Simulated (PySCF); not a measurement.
# AlBr3: the cost of one run

Program: PySCF 2.14.0. Level of theory: levels as typed in each script, gas phase, geometry from GFN2-xTB. These are calculated values, not measurements.

### 1 The system as given

SMILES `Br[Al](Br)Br`, 4 atoms, charge 0, spin multiplicity 1.

Bond lengths: Br1–Al2 2.246 Å, Al2–Br3 2.245 Å, Al2–Br4 2.244 Å. Angles: Br1–Al2–Br3 120.0°, Br1–Al2–Br4 120.0°, Br3–Al2–Br4 120.0°.

Geometry (Å):

```
Br    1.4839   -1.6848    0.0000
Al   -0.0008    0.0000    0.0000
Br    0.7173    2.1274    0.0000
Br   -2.2009   -0.4426    0.0000
```

### 2 Density, bond paths and surface potential (PBE/def2-tzvp)

File input.py:

```python
import numpy as np
from pyscf import gto, scf, dft
from pyscf.scf import atom_ks, atom_hf
from scipy.linalg import block_diag

def solve(mol, dm0=None, hcore=None):
    mf = (dft.UKS if mol.spin else dft.RKS)(mol, xc='pbe')
    mf.grids.level = 3
    mf = mf.density_fit(auxbasis='def2-universal-jkfit')
    mf.conv_tol, mf.max_cycle = 1e-8, 80
    if hcore is not None:
        mf.get_hcore = lambda *args: hcore
    mf.kernel(dm0)
    if not mf.converged:
        mf = mf.newton().run(mf.mo_coeff, mf.mo_occ, max_cycle=30)
    assert mf.converged, 'SCF not converged'
    return mf

mol = gto.M(atom='''
Br     1.48391    -1.68481     0.00000
Al    -0.00079     0.00000     0.00000
Br     0.71728     2.12743     0.00000
Br    -2.20090    -0.44262     0.00000
''', basis='def2-tzvp', charge=0, spin=0, verbose=4)
mf = solve(mol)
mf.analyze()
# spherically averaged free atoms, for the promolecule
atm = atom_ks.get_atm_nrks(mol, xc='pbe')
pro = block_diag(*[(atm[a[0]][2] * atm[a[0]][3]) @ atm[a[0]][2].T for a in mol._atom])
np.savez('result.npz', e=mf.e_tot, c=mf.mo_coeff, occ=mf.mo_occ, eps=mf.mo_energy, pro=pro, dip=mf.dip_moment(verbose=0), s2=mf.spin_square()[0])
```

Launch:

```
OMP_NUM_THREADS=1 python input.py
```

Q: Estimate wall time and peak memory on 1 thread of Arm Neoverse V2, shared host.

About 24 s, with a peak of 0.61 GiB.
